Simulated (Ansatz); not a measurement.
**CH₄Cl₂Si: one species, many methods**

An exercise on one series of results from a longer session: the logs are not shown, and one member is left open.

Method: functionals in def2-TZVPP, the program's frozen cores in correlated methods; program: Ansatz 0.2.0, Gaussian basis.

The runs, in order: LDA (SPW92), PBE-D4, revPBE-D4, BLYP-D4, r2SCAN-D4, B97M-V, PBE0-D4, B3LYP-D4, r2SCANh-D4, r2SCAN0-D4, HSE06-D4, BHLYP-D4, CAM-B3LYP-D4, LC-ωPBE, ωB97X-V, ωB97M-V, B2PLYP, PBE-QIDH; CCSD(T)/def2-SVP; CCSD(T)/def2-TZVPP; MP2/def2-QZVPP; extrapolation to the limit; RPA on PBE.

### The geometry

All runs share one geometry, relaxed beforehand with PBE0-D4 in a triple-zeta def2 set.

8 atoms, charge 0, spin multiplicity 1.

Atoms are counted from 1 here; the program's logs count them from 0.

Bond lengths: C1–Si2 1.847 Å, C1–H5 1.093 Å, C1–H6 1.093 Å, C1–H7 1.092 Å, Si2–Cl3 2.049 Å, Si2–Cl4 2.049 Å, Si2–H8 1.477 Å. Angles: Si2–C1–H5 110.1°, Si2–C1–H6 110.1°, Si2–C1–H7 110.4°, H5–C1–H6 108.8°, H5–C1–H7 108.7°, H6–C1–H7 108.7°, C1–Si2–Cl3 109.8°, C1–Si2–Cl4 109.8°, C1–Si2–H8 113.5°, Cl3–Si2–Cl4 108.8°, Cl3–Si2–H8 107.4°, Cl4–Si2–H8 107.4°.

Set-up of the first run:

The input, in.yaml:

```yaml
crystal:
  periodic: [false, false, false]
  atoms:
    - {symbol: C, position_ang: [-0.168190, 1.000114, -0.142976]}
    - {symbol: Si, position_ang: [0.058122, -0.802729, 0.188931]}
    - {symbol: Cl, position_ang: [1.964678, -1.153608, 0.852681]}
    - {symbol: Cl, position_ang: [-0.248001, -1.870346, -1.533020]}
    - {symbol: H, position_ang: [-1.182569, 1.191419, -0.501005]}
    - {symbol: H, position_ang: [-0.003386, 1.573941, 0.772071]}
    - {symbol: H, position_ang: [0.539945, 1.340051, -0.901053]}
    - {symbol: H, position_ang: [-0.868499, -1.335942, 1.208573]}
basis:
  gaussian: {orbitals: def2-TZVPP}
hamiltonian: {xc: lda}
output: {orbitals: {seedname: orbitals}}
```

Among the steps run: LDA; PBE-D4 (GGA); revPBE-D4 (GGA); BLYP-D4 (GGA); r2SCAN-D4 (meta-GGA); B97M-V (meta-GGA); PBE0-D4 (hybrid); B3LYP-D4 (hybrid); r2SCANh-D4 (hybrid); r2SCAN0-D4 (hybrid); HSE06-D4 (hybrid); BHLYP-D4 (hybrid); CAM-B3LYP-D4 (range-separated); LC-ωPBE-D4 (range-separated; the results give it without D4); ωB97X-V (range-separated); ωB97M-V (range-separated); B2PLYP (double hybrid); PBE-QIDH (double hybrid).

One table of the session follows, with a row left open; its other results are not shown here.

It belongs to the step «Frontier levels by functional». 

| functional | HOMO (eV) | LUMO (eV) | gap (eV) |
| --- | --- | --- | --- |
| LDA (SPW92) | -7.58 | -0.68 | 6.90 |
| PBE-D4 | -7.48 | -0.42 | 7.06 |
| revPBE-D4 | -7.44 | -0.31 | 7.13 |
| BLYP-D4 | -7.36 | -0.28 | 7.08 |
| r2SCAN-D4 | ? | ? | ? |
| B97M-V | -7.92 | -0.03 | 7.89 |
| PBE0-D4 | -8.84 | 0.55 | 9.39 |
| B3LYP-D4 | -8.61 | 0.32 | 8.93 |
| r2SCANh-D4 | -8.32 | 0.31 | 8.64 |
| r2SCAN0-D4 | -9.07 | 0.79 | 9.86 |
| HSE06-D4 | -8.44 | 0.17 | 8.61 |
| BHLYP-D4 | -10.10 | 1.54 | 11.64 |
| CAM-B3LYP-D4 | -10.22 | 1.63 | 11.85 |
| LC-ωPBE | -11.61 | 2.83 | 14.44 |
| ωB97X-V | -11.25 | 2.70 | 13.95 |
| ωB97M-V | -11.07 | 2.40 | 13.47 |

**Question.** Estimate the row for r2SCAN-D4.

Worked estimate for «HOMO (eV)». Against the share of exact exchange, r2SCANh-D4 (0.1, -8.32), r2SCAN0-D4 (0.25, -9.07) give a slope of -5.00 per unit share; at 0 the line stands at -7.82.

As computed: HOMO (eV): -7.83; LUMO (eV): -0.01; gap (eV): 7.82. In «HOMO (eV)» the line misses by +0.01.
